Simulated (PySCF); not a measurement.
**One shape, several levels: InH3 (SMILES [H][In]([H])[H])**

Aim: a comparison of 3 runs (CCSDT/LANL2DZ, NEVPT2(6,7)/LANL2DZ, FCI/LANL2DZ) of InH3. Input form: a Python script.

The calculation is run with PySCF 2.14.0.

6 further runs of the same task are left out: 6 set aside as unsound or not needed.

## (1) The system as given

InH3: 4 atoms, total charge 0, spin state singlet. As SMILES, `[H][In]([H])[H]`. One bond was lengthened or shortened from a relaxed shape.

Bond lengths: In1–H2 1.719 Å, In1–H3 2.063 Å, In1–H4 1.718 Å. Angles: H2–In1–H3 120.0°, H2–In1–H4 120.1°, H3–In1–H4 119.9°.

## (2) The energy at CCSDT/LANL2DZ (core potential) (run 1)

Contents of input.xyz:

```xyz
4

In     0.167654    -0.301139     0.002908
H      1.885944    -0.328189     0.016958
H     -0.834510     1.501400    -0.017780
H     -0.718046    -1.773279     0.008258
```

Contents of input.py:

```python
from pyscf import gto, scf, cc

molecule = gto.M(
    atom='input.xyz',
    spin=0,
    ecp={'In': 'lanl2dz'},
    verbose=3,
    max_memory=1860,
    charge=0,
    basis='lanl2dz',
)

calc0 = scf.RHF(molecule)
calc0.conv_tol = 1e-10
calc0.kernel()
if not calc0.converged:
    calc0 = calc0.newton().run(calc0.mo_coeff, calc0.mo_occ)

mycc = cc.CCSDT(calc0)
mycc.kernel()
e_tot = mycc.e_tot
print('Final energy', e_tot)
```

The run is started by

```console
$ OMP_NUM_THREADS=1 python input.py
```

The program printed:

```text
converged SCF energy = -3.46020192677414
_make_eris_incore_RCCSDT

WARN: A large `blksize` is being used, which may cause large memory consumption
      for storing contraction intermediates. If memory is sufficient, consider using
      `pyscf.cc.rccsdt_highm.RCCSDT` instead.

WARN: A large `blksize_oovv` is being used, which may cause large memory consumption
      for storing contraction intermediates. If memory is sufficient, consider using
      `pyscf.cc.rccsdt_highm.RCCSDT` instead.

WARN: A large `blksize_oooo` is being used, which may cause large memory consumption
      for storing contraction intermediates. If memory is sufficient, consider using
      `pyscf.cc.rccsdt_highm.RCCSDT` instead.

RCCSDT converged
E(RCCSDT) = -3.523264450399098   E_corr = -0.06306252362496217
E_corr(same-spin) = -0.00147378877667872
E_corr(oppo-spin) = -0.0615887348482834
Final energy -3.5232644503990977
```

It took 0.87 s on 1 thread of Arm Neoverse V1, shared host; peak memory 0.12 GiB.

## (3) The energy at NEVPT2(6,7)/LANL2DZ (core potential) (run 2)

Contents of calc.py:

```python
import numpy
from pyscf import gto, scf, mp, mcscf, mrpt

molecule = gto.Mole()
molecule.atom = '''
In     0.316820    -0.569070     0.005495
H      3.563918    -0.620187     0.032046
H     -1.576995     2.837235    -0.033599
H     -1.356910    -3.351012     0.015605
'''
molecule.max_memory = 1860
molecule.charge = 0
molecule.ecp = {'In': 'lanl2dz'}
molecule.verbose = 4
molecule.basis = 'lanl2dz'
molecule.unit = 'bohr'
molecule.build()

mf = scf.RHF(molecule)
mf.conv_tol = 1e-10
mf.kernel()
if not mf.converged:
    mf = mf.newton().run(mf.mo_coeff, mf.mo_occ)

pt = mp.MP2(scf.addons.convert_to_uhf(mf)).run()
noons, natorbs = mcscf.addons.make_natural_orbitals(pt)
print('natural occupations', numpy.round(noons[:40], 4))
cas = mcscf.CASSCF(mf, 7, 6)
cas.fix_spin_(ss=0.0)
cas.natorb = True
cas.kernel(natorbs)
e_pt2 = mrpt.NEVPT(cas).kernel()
energy = cas.e_tot + e_pt2
print(f'total energy: {energy:.8f} hartree')
```

The run is started by

```console
$ OMP_NUM_THREADS=1 python calc.py
```

The program printed:

```text
PySCF version 2.14.0

[... 52 lines left out ...]
converged SCF energy = -3.46020193931203
[... 54 lines left out ...]
1-step CASSCF converged in   3 macro ( 17 JK   7 micro) steps
[... 28 lines left out ...]
CASSCF energy = -3.51591669854818
[... 40 lines left out ...]
Nevpt2 Energy = -0.004945602863841
total energy: -3.52086230 hartree
```

It took 1.5 s on 1 thread of Arm Neoverse V1, shared host; peak memory 0.12 GiB.

## (4) The energy at FCI/LANL2DZ (core potential) (run 3)

Contents of calc.py:

```python
from pyscf import gto, mcscf
from pyscf import fci

mol = gto.Mole()
mol.atom = '''
In     0.316820    -0.569070     0.005495
H      3.563918    -0.620187     0.032046
H     -1.576995     2.837235    -0.033599
H     -1.356910    -3.351012     0.015605
'''
mol.max_memory = 1860
mol.basis = 'lanl2dz'
mol.ecp = {'In': 'lanl2dz'}
mol.unit = 'bohr'
mol.verbose = 3
mol.build()

mf = mol.RHF()
mf.conv_tol = 1e-10
mf.kernel()
if not mf.converged:
    mf = mf.newton().run(mf.mo_coeff, mf.mo_occ)

cas = mcscf.CASCI(mf, mf.mo_coeff.shape[-1] - 0, (mol.nelec[0] - 0, mol.nelec[1] - 0))  # full CI above the frozen core
cas.fcisolver = fci.direct_spin0.FCI(mol)  # even spin states alone
cas.kernel()
print('<S^2> = %.4f' % cas.fcisolver.spin_square(cas.ci, cas.ncas, cas.nelecas)[0])
e_tot = cas.e_tot
print('E = %.10f Eh' % e_tot)
```

The run is started by

```console
$ OMP_NUM_THREADS=1 python calc.py
```

The program printed:

```text
converged SCF energy = -3.46020193931203
CASCI E = -3.52332545200646  E(CI) = -6.64140632436435  S^2 = 0.0000000
<S^2> = 0.0000
E = -3.5233254520 Eh
```

Run time: 2.8 s. Hardware: 1 thread of Arm Neoverse V1, shared host; peak memory 0.14 GiB.

## (5) The series

```csv
run,level,frozen core orbitals,active selection,energy (Eh),dipole moment (D) of the reference,HOMO energy (eV),LUMO energy (eV),wall time
1,CCSDT/LANL2DZ (core potential),0,–,-3.523264,0.72,-10.33,0.42,0.87 s
2,"NEVPT2(6,7)/LANL2DZ (core potential)",–,mp2 natural orbitals,-3.520862,0.72,-10.33,0.42,1.5 s
3,FCI/LANL2DZ (core potential),0,–,-3.523325,0.72,-10.33,0.42,2.8 s
```

## (6) Outcome

| quantity | value |
| --- | --- |
| run 3: total energy | -3.52333 Eh |
| run 3: dipole moment (Hartree–Fock density) | 0.72 D |
| run 3: HOMO energy (Hartree–Fock orbitals) | -10.33 eV |
| run 3: LUMO energy (Hartree–Fock orbitals) | 0.42 eV |
| run 3: HOMO–LUMO gap (Hartree–Fock orbitals) | 10.76 eV |
| run 3: correlation energy | -63.1 mEh |

**Reading.** Against full CI in this basis: CCSDT +0.1 mEh; NEVPT2(6,7) +2.5 mEh. All runs together took 5.2 s, the longest 2.8 s.
